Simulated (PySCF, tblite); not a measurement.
# C₃H₈GeO₂S: geometry, infrared bands and NMR shifts

Wanted: the infrared bands and NMR shifts of C₃H₈GeO₂S (`CO[C](=O)[GeH2][S]C`), by calculation.

The runs use tblite 0.8.0 and PySCF 2.14.0, with density-fitted response routines of our own; the level of theory stands in each step. All values are computed, except where a source is named. Atoms are numbered from 0 throughout.

### Step 1. The molecule as given

15 atoms, charge 0, multiplicity 1; geometry from: force field or distance geometry start.

Bonds of the start (Å): C0–O1 1.44, O1–C2 1.37, C2–O3 1.26, C2–Ge4 1.93, Ge4–S5 2.23, S5–C6 1.82, C0–H7 1.10, C0–H8 1.13, C0–H9 1.10, Ge4–H10 1.55, Ge4–H11 1.53, C6–H12 1.12, C6–H13 1.11, C6–H14 1.13.

### Step 2. Optimising the geometry with GFN2-xTB

The job: settings as JSON, then the geometry in Å.

```
{"job": {"kind": "relax", "xc": "GFN2-xTB", "basis": "xTB"}, "charge": 0, "multiplicity": 1}
C      3.241800     0.146300    -0.343100
O      2.094000    -0.601300     0.087800
C      0.849700    -0.038600     0.184500
O      0.697700     1.166000    -0.142100
Ge    -0.610600    -1.148500     0.792800
S     -2.409200     0.060100     1.302300
C     -3.236600     0.747400    -0.163500
H      3.650600    -0.239000    -1.285800
H      4.027600    -0.033100     0.445200
H      3.033400     1.229000    -0.379500
H     -0.105200    -1.784600     2.117200
H     -0.885200    -2.195100    -0.295500
H     -4.116400     0.104000    -0.424000
H     -2.557700     0.841700    -1.040500
H     -3.678200     1.753600     0.099500
```

On the command line:

```sh
> OMP_NUM_THREADS=1 python probes_run.py task.json out
```

One launch serves the whole session: the jobs run in the order shown.

**Question.** This job is followed by: GFN2-xTB harmonic vibrations, gas phase; GIAO PBE0/pcSseg-1 NMR shielding, non-relativistic, gas phase. Predict these results of the whole session: strongest single infrared mode (GFN2-xTB); zero-point energy (GFN2-xTB); ¹³C shifts against TMS (PBE0/pcSseg-1); ¹H shifts against TMS (PBE0/pcSseg-1, means over atoms taken as alike); ¹⁷O shifts against H2O (PBE0/pcSseg-1); ⁷³Ge shifts against GeMe4 (PBE0/pcSseg-1); ³³S shifts against CS2 (PBE0/pcSseg-1).

The runs gave:

```
                                                              quantity                  value
                             strongest single infrared mode (GFN2-xTB)  1984 cm⁻¹, 430 km/mol
                                          zero-point energy (GFN2-xTB)          63.9 kcal/mol
                                ¹³C shifts against TMS (PBE0/pcSseg-1)  183.5, 52.5, 15.0 ppm
¹H shifts against TMS (PBE0/pcSseg-1, means over atoms taken as alike)   4.90, 3.92, 2.22 ppm
                                ¹⁷O shifts against H2O (PBE0/pcSseg-1)       488.4, 217.9 ppm
                             ⁷³Ge shifts against GeMe4 (PBE0/pcSseg-1)               -125 ppm
                                ³³S shifts against CS2 (PBE0/pcSseg-1)               -196 ppm
```

**Reading.** Over 140 steps the energy fell by 0.626 eV; of the close pairs, C2–Ge4 changed most, 1.932 to 2.001 Å. No mode is imaginary among the 39: a minimum at this level. The strongest single mode, at 1984 cm⁻¹, moves mainly H10. GFN2-xTB is a fitted tight-binding method: band positions and strengths are rough. Its intensities can rank the bands wrongly. At PBE0/pcSseg-1: The widest tensor belongs to O3: span 760 ppm, with a paramagnetic part of -557 ppm. Spin-orbit coupling is left out, which matters for shieldings and couplings at and beside the heavy atoms.
